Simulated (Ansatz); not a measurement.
# Si2H4O2: up Jacob's ladder to CCSD(T)

How much do the methods differ for Si2H4O2? The plan is to run it at one geometry with functionals of several rungs and with coupled cluster, and see how far each lands from CCSD(T) at the basis-set limit for the atomisation energy.

Program: Ansatz 0.2.0, Gaussian basis. Level of theory: functionals in def2-TZVPP, the program's frozen cores in correlated methods. These are calculated values, not measurements.

Plan: LDA (SPW92), PBE-D4, revPBE-D4, BLYP-D4, r2SCAN-D4, B97M-V, PBE0-D4, B3LYP-D4, r2SCANh-D4, r2SCAN0-D4, HSE06-D4, BHLYP-D4, CAM-B3LYP-D4, LC-ωPBE, ωB97X-V, ωB97M-V, B2PLYP, PBE-QIDH; CCSD(T)/def2-SVP; CCSD(T)/def2-TZVPP; CCSD(T)/def2-QZVPP; extrapolation to the limit; RPA on PBE.

**1. The geometry**

An earlier PBE0-D4 in a triple-zeta def2 set relaxation fixed the geometry.

SMILES `O[Si]O[SiH3]`, 8 atoms, charge 0, spin multiplicity 1.

Atoms are counted from 1 here; the program's logs count them from 0.

Bond lengths: O1–Si2 1.643 Å, O1–H5 0.963 Å, Si2–O3 1.656 Å, O3–Si4 1.646 Å, Si4–H6 1.484 Å, Si4–H7 1.486 Å, Si4–H8 1.484 Å. Angles: Si2–O1–H5 118.3°, O1–Si2–O3 101.2°, Si2–O3–Si4 142.0°, O3–Si4–H6 108.8°, O3–Si4–H7 110.6°, O3–Si4–H8 108.8°, H6–Si4–H7 109.5°, H6–Si4–H8 109.6°, H7–Si4–H8 109.5°.

**2. LDA**

This LDA is Slater exchange with PW92 correlation.

Contents of in.yaml:

```yaml
crystal:
  periodic: [false, false, false]
  atoms:
    - {symbol: O, position_ang: [-0.524208, 1.960982, -1.900366]}
    - {symbol: Si, position_ang: [0.432002, 1.696693, -0.590922]}
    - {symbol: O, position_ang: [-0.023650, 0.163109, -0.163381]}
    - {symbol: Si, position_ang: [0.271526, -1.016059, 0.946831]}
    - {symbol: H, position_ang: [-1.126089, 1.261007, -2.175227]}
    - {symbol: H, position_ang: [-0.985353, -1.311216, 1.677753]}
    - {symbol: H, position_ang: [1.314132, -0.576529, 1.910447]}
    - {symbol: H, position_ang: [0.733740, -2.235187, 0.238965]}
basis:
  gaussian: {orbitals: def2-TZVPP}
hamiltonian: {xc: lda}
output: {orbitals: {seedname: orbitals}}
```

Launch:

```
ansatz run in.yaml --threads 2 --pin off --events-out ev --progress --plain --max-ram 22528MiB --backend cpu
```

Further steps of the session: PBE-D4 (GGA); revPBE-D4 (GGA); BLYP-D4 (GGA); r2SCAN-D4 (meta-GGA); B97M-V (meta-GGA); PBE0-D4 (hybrid); B3LYP-D4 (hybrid); r2SCANh-D4 (hybrid); r2SCAN0-D4 (hybrid); HSE06-D4 (hybrid); BHLYP-D4 (hybrid); CAM-B3LYP-D4 (range-separated); LC-ωPBE (range-separated); ωB97X-V (range-separated); ωB97M-V (range-separated); B2PLYP (double hybrid); PBE-QIDH (double hybrid); CCSD(T) in def2-SVP; CCSD(T) in def2-TZVPP; CCSD(T) in def2-QZVPP; RPA on PBE orbitals.

Q: Predict the results of all the runs planned. Wanted: atomisation energy, CCSD(T)/CBS; farthest beyond LDA; mean size of error, GGA; mean size of error, meta-GGA; mean size of error, hybrid; mean size of error, range-separated; mean size of error, double hybrid; gap, smallest and largest; T1 diagnostic.

**Answer**, as computed:

| quantity | value |
| --- | --- |
| atomisation energy, CCSD(T)/CBS | 2923.7 kJ/mol |
| functionals within 14.6 kJ/mol (0.5 %) | B97M-V, CAM-B3LYP-D4, ωB97X-V, ωB97M-V |
| farthest beyond LDA | BHLYP-D4 (-114.8 kJ/mol) |
| mean size of error, GGA | 42.7 kJ/mol |
| mean size of error, meta-GGA | 20.8 kJ/mol |
| mean size of error, hybrid | 72.5 kJ/mol |
| mean size of error, range-separated | 18.4 kJ/mol |
| mean size of error, double hybrid | 62.7 kJ/mol |
| gap, smallest and largest | 3.93 eV (LDA (SPW92)), 10.76 eV (LC-ωPBE) |
| T1 diagnostic | 0.0142 |
| triples share of the correlation energy | 3.5 % |

In words: The LDA atomisation energy is off by 367.5 kJ/mol (13 %): it overbinds. PBE-D4 misses by -16.3 kJ/mol. Double hybrids carry the basis error of their MP2 part in triple zeta, and no dispersion term here, so their miss is partly the set-up's. Taken by rung, range-separated functionals do best (18.4 kJ/mol on average) and hybrid ones worst beyond LDA (72.5 kJ/mol). The gap between the best rungs is small, so their order is not settled. The mean of the hybrids holds BHLYP, with half exact exchange. The reference freezes the cores and leaves out relativity and excitations past (T), so misses under about 14.6 kJ/mol can't be ranked. Hartree-Fock recovers 71 % of the binding; the rest is correlation. CCSD(T) in def2-SVP is off by -266.0 kJ/mol, which most functionals beat. Orbital gaps span 3.9 to 10.8 eV; exact exchange widens them.
